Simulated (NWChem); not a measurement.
# One shape, several levels: CH5FGeSe (SMILES C[Se][GeH2][F])

Aim: a comparison of 3 runs (HF/STO-3G, HF/3-21G, B3LYP/6-31G*) of CH5FGeSe. 

Program for the calculation: NWChem 7.3.0.

### Step 1. Starting point

CH5FGeSe has 9 atoms, charge 0, and is taken as a singlet. SMILES: `C[Se][GeH2][F]`. The shape is that of a PBE0-D4/def2-TZVP optimisation. This is one conformer, not always the lowest.

Bond lengths: C1–Se2 1.958 Å, Se2–Ge3 2.320 Å, Ge3–F4 1.746 Å, C1–H5 1.089 Å, C1–H6 1.088 Å, C1–H7 1.087 Å, Ge3–H8 1.532 Å, Ge3–H9 1.536 Å. Some angles: C1–Se2–Ge3 96.8°, Se2–Ge3–F4 109.5°, Se2–C1–H5 106.1°, Se2–C1–H6 110.4°, Se2–C1–H7 110.1°, Se2–Ge3–H8 109.6°, Se2–Ge3–H9 111.6°, F4–Ge3–H8 106.6°, F4–Ge3–H9 104.1°, H5–C1–H6 109.5°.

### Step 2. Energy and forces at HF/STO-3G (run 1)

The input, run.py:

```python
from ase import Atoms
from ase.calculators.nwchem import NWChem

molecule = Atoms(['C', 'Se', 'Ge', 'F', 'H', 'H', 'H', 'H', 'H'], positions=[
    [-0.096700, 1.316100, -0.949600],
    [1.393700, 0.127200, -0.502200],
    [0.222500, -1.245200, 0.956200],
    [-0.902300, -2.230600, 0.054700],
    [0.317100, 2.089700, -1.594000],
    [-0.501500, 1.771600, -0.048100],
    [-0.866100, 0.765400, -1.485200],
    [1.192400, -2.209500, 1.647100],
    [-0.670600, -0.430800, 1.904000],
])

calc = NWChem(
    label='struct',
    theory='scf',
    memory='2200 mb',
    basis='STO-3G',
    basispar='spherical bse',
    scf={'nopen': '0', 'rhf': None, 'thresh': '1e-08', 'maxiter': '80'},
)
molecule.calc = calc

forces = molecule.get_forces()
print("Total energy (eV):", round(molecule.get_potential_energy(), 6))
print("forces (eV/A):")
for s, f in zip(molecule.symbols, forces):
    print(f"{s:2s} {f[0]:10.5f} {f[1]:10.5f} {f[2]:10.5f}")
print("dipole (e A):", molecule.get_dipole_moment().round(4))
```

Launch:

```console
export ASE_NWCHEM_COMMAND="nwchem PREFIX.nwi > PREFIX.nwo"
python run.py
```

Output:

```text
Total energy (eV): -124185.069866
forces (eV/A):
C     0.93341   -0.34993    0.03409
Se   -0.54986    0.18229    0.10973
Ge   -0.94889   -1.21099    1.03960
F     0.95722    0.79211    0.62565
H    -0.34802   -0.03975    0.09426
H    -0.10588   -0.00391   -0.23366
H    -0.06387    0.23844    0.08006
H    -1.20117    1.34176   -0.71389
H     1.32700   -0.95002   -1.03585
dipole (e A): [-0.1643  0.1494  0.2629]
```

The calculator wrote struct.nwi:

```
title "struct"

permanent_dir struct

scratch_dir struct

start struct

geometry units angstrom nocenter noautosym noautoz
  C  -9.6699999999999994e-02 1.3161000000000000e+00 -9.4960000000000000e-01
  Se 1.3936999999999999e+00 1.2720000000000001e-01 -5.0219999999999998e-01
  Ge 2.2250000000000000e-01 -1.2452000000000001e+00 9.5620000000000005e-01
  F  -9.0229999999999999e-01 -2.2305999999999999e+00 5.4699999999999999e-02
  H  3.1709999999999999e-01 2.0897000000000001e+00 -1.5940000000000001e+00
  H  -5.0149999999999995e-01 1.7716000000000001e+00 -4.8099999999999997e-02
  H  -8.6609999999999998e-01 7.6539999999999997e-01 -1.4852000000000001e+00
  H  1.1923999999999999e+00 -2.2094999999999998e+00 1.6471000000000000e+00
  H  -6.7059999999999997e-01 -4.3080000000000002e-01 1.9039999999999999e+00
end

memory 2200 mb

basis spherical bse noprint
   * library STO-3G
end

scf
  nopen 0
  rhf
  thresh 1e-08
  maxiter 80
end

task scf gradient
```

struct.nwo (excerpt; [...] marks lines left out):

```text
[...]
      One-electron energy =  -7530.809686547456
[... 1 line left out ...]
 Nuclear repulsion energy =    566.779531891240
[... 59 lines left out ...]
                       ROHF Final Molecular Orbital Analysis
[... 229 lines left out ...]
     1   1 0 0     -0.310412      0.000000     85.559612
[...]
  wavefunction    =   RHF
                         RHF ENERGY GRADIENTS
    atom               coordinates                        gradient
                 x          y          z           x          y          z
   1 C      -0.182737   2.487068  -1.794484   -0.018152   0.006805  -0.000663
   2 Se      2.633711   0.240373  -0.949020    0.010693  -0.003545  -0.002134
   3 Ge      0.420464  -2.353087   1.806956    0.018453   0.023550  -0.020217
[... 5 lines of this table left out ...]
   9 H      -1.267250  -0.814094   3.598038   -0.025806   0.018475   0.020144
[...]
```

Wall time 9.9 s (1 thread of Intel Xeon Platinum 8559C (Emerald Rapids), shared host); peak memory 0.1 GiB.

### Step 3. Energy and gradient at HF/3-21G (run 2)

The input, ch5fgese.nw:

```
start ch5fgese
title "CH5FGeSe gradient"
memory total 2200 mb
charge 0

geometry units angstroms noautosym nocenter noautoz
  C       -0.096700       1.316100      -0.949600
  Se       1.393700       0.127200      -0.502200
  Ge       0.222500      -1.245200       0.956200
  F       -0.902300      -2.230600       0.054700
  H        0.317100       2.089700      -1.594000
  H       -0.501500       1.771600      -0.048100
  H       -0.866100       0.765400      -1.485200
  H        1.192400      -2.209500       1.647100
  H       -0.670600      -0.430800       1.904000
end

basis spherical bse
  * library 3-21G
end

scf
  thresh 1e-08
  maxiter 80
end

task scf gradient
```

Launch:

```console
nwchem ch5fgese.nw > ch5fgese.out
```

Output:

```text
[...]
  functions       =    72
[...]
  wavefunction    = RHF
[...]
         Total SCF energy =  -4593.333331922548
      One-electron energy =  -7538.839280756514
      Two-electron energy =   2378.726416942725
 Nuclear repulsion energy =    566.779531891241
        Time for solution =      5.7s
[...]
                         RHF ENERGY GRADIENTS
    atom               coordinates                        gradient
                 x          y          z           x          y          z
   1 C      -0.182737   2.487068  -1.794484    0.009339  -0.010693   0.005175
   2 Se      2.633711   0.240373  -0.949020   -0.018375  -0.003405   0.006045
   3 Ge      0.420464  -2.353087   1.806956    0.031038   0.031725   0.002770
   4 F      -1.705100  -4.215223   0.103368   -0.017898  -0.015007  -0.014276
   5 H       0.599232   3.948960  -3.012223    0.004757   0.004268  -0.004107
   6 H      -0.947698   3.347839  -0.090896   -0.001209   0.002230   0.006374
   7 H      -1.636692   1.446396  -2.806621   -0.003832  -0.004898  -0.003284
   8 H       2.253309  -4.175350   3.112568    0.000229  -0.003685   0.000538
   9 H      -1.267250  -0.814094   3.598038   -0.004048  -0.000536   0.000765
[...]
```

Run time: 9.9 s. Hardware: 1 thread of Intel Xeon Platinum 8559C (Emerald Rapids), shared host; peak memory 0.1 GiB.

### Step 4. Energy and gradient at B3LYP/6-31G(d) (Cartesian functions) (run 3)

The input, run.py:

```python
from ase import Atoms
from ase.calculators.nwchem import NWChem

system = Atoms('CSeGeFHHHHH', positions=[
    [-0.096700, 1.316100, -0.949600],
    [1.393700, 0.127200, -0.502200],
    [0.222500, -1.245200, 0.956200],
    [-0.902300, -2.230600, 0.054700],
    [0.317100, 2.089700, -1.594000],
    [-0.501500, 1.771600, -0.048100],
    [-0.866100, 0.765400, -1.485200],
    [1.192400, -2.209500, 1.647100],
    [-0.670600, -0.430800, 1.904000],
])

calc = NWChem(
    label='ch5fgese',
    theory='dft',
    memory='2200 mb',
    basis='6-31G*',
    dft={'xc': 'b3lyp', 'mult': '1', 'grid': 'fine', 'convergence': 'energy 1e-08', 'iterations': '100', 'mulliken': None},
)
system.calc = calc

forces = system.get_forces()
print("Total energy (eV):", round(system.get_potential_energy(), 6))
print("forces (eV/A):")
for s, f in zip(system.symbols, forces):
    print(f"{s:2s} {f[0]:10.5f} {f[1]:10.5f} {f[2]:10.5f}")
print("dipole (e A):", system.get_dipole_moment().round(4))
```

Launch:

```console
export ASE_NWCHEM_COMMAND="nwchem PREFIX.nwi > PREFIX.nwo"
python run.py
```

Output:

```text
Total energy (eV): -125691.337951
forces (eV/A):
C    -0.25104    0.21870   -0.08037
Se    0.65378   -0.05548   -0.10937
Ge   -0.13889   -0.15802    0.11704
F    -0.18286   -0.18502   -0.11714
H     0.00231    0.08968   -0.06304
H    -0.06844    0.05847    0.05821
H    -0.09297   -0.01028   -0.05327
H     0.14203   -0.08253    0.10727
H    -0.06387    0.12449    0.14064
dipole (e A): [-0.0113  0.3788  0.1797]
```

The calculator wrote ch5fgese.nwi:

```
title "ch5fgese"

permanent_dir ch5fgese

scratch_dir ch5fgese

start ch5fgese

geometry units angstrom nocenter noautosym noautoz
  C  -9.6699999999999994e-02 1.3161000000000000e+00 -9.4960000000000000e-01
  Se 1.3936999999999999e+00 1.2720000000000001e-01 -5.0219999999999998e-01
  Ge 2.2250000000000000e-01 -1.2452000000000001e+00 9.5620000000000005e-01
  F  -9.0229999999999999e-01 -2.2305999999999999e+00 5.4699999999999999e-02
  H  3.1709999999999999e-01 2.0897000000000001e+00 -1.5940000000000001e+00
  H  -5.0149999999999995e-01 1.7716000000000001e+00 -4.8099999999999997e-02
  H  -8.6609999999999998e-01 7.6539999999999997e-01 -1.4852000000000001e+00
  H  1.1923999999999999e+00 -2.2094999999999998e+00 1.6471000000000000e+00
  H  -6.7059999999999997e-01 -4.3080000000000002e-01 1.9039999999999999e+00
end

memory 2200 mb

basis noprint
   * library 6-31G*
end

dft
  xc b3lyp
  mult 1
  grid fine
  convergence energy 1e-08
  iterations 100
  mulliken
end

task dft gradient
```

ch5fgese.nwo (excerpt; [...] marks lines left out):

```text
[...]
         Total DFT energy =    -4619.071510671588
[...]
  wavefunction    = closed shell
                         DFT ENERGY GRADIENTS
    atom               coordinates                        gradient
                 x          y          z           x          y          z
   1 C      -0.182737   2.487068  -1.794484    0.004882  -0.004253   0.001563
   2 Se      2.633711   0.240373  -0.949020   -0.012714   0.001079   0.002127
   3 Ge      0.420464  -2.353087   1.806956    0.002701   0.003073  -0.002276
[... 5 lines of this table left out ...]
   9 H      -1.267250  -0.814094   3.598038    0.001242  -0.002421  -0.002735
[...]
```

It took 63 s on 1 thread of Intel Xeon Platinum 8559C (Emerald Rapids), shared host; peak memory 0.13 GiB.

### Step 5. The series

| run | level | Cartesian functions | iteration cap | energy (Eh) | dipole moment (D) | HOMO energy (eV) | LUMO energy (eV) | wall time |
| --- | --- | --- | --- | --- | --- | --- | --- | --- |
| 1 | HF/STO-3G | no | 80 | -4563.717179 | 1.65 | -6.98 | 9.01 | 9.9 s |
| 2 | HF/3-21G | no | 80 | -4593.333332 | 2.27 | -9.45 | 3.73 | 9.9 s |
| 3 | B3LYP/6-31G* (Cartesian functions) | yes | 100 | -4619.071511 | 2.01 | -6.54 | -0.38 | 63 s |

### Step 6. Outcome

| quantity | value |
| --- | --- |
| run 3: total energy | -4619.07151 Eh |
| run 3: dipole moment | 2.01 D |
| run 3: HOMO energy | -6.54 eV |
| run 3: LUMO energy | -0.38 eV |
| run 3: HOMO–LUMO gap | 6.16 eV |
| run 3: largest force on an atom | 0.665 eV/Å |

The dipole moment (its size) runs from 1.65 D (HF/STO-3G) to 2.27 D (HF/3-21G). The HOMO–LUMO gap runs from 6.16 eV (B3LYP/6-31G*) to 16.00 eV (HF/STO-3G). The two ends differ in method and basis. In run 1 the basis is minimal, so the values are rough. All runs together took 83 s, the longest 63 s.
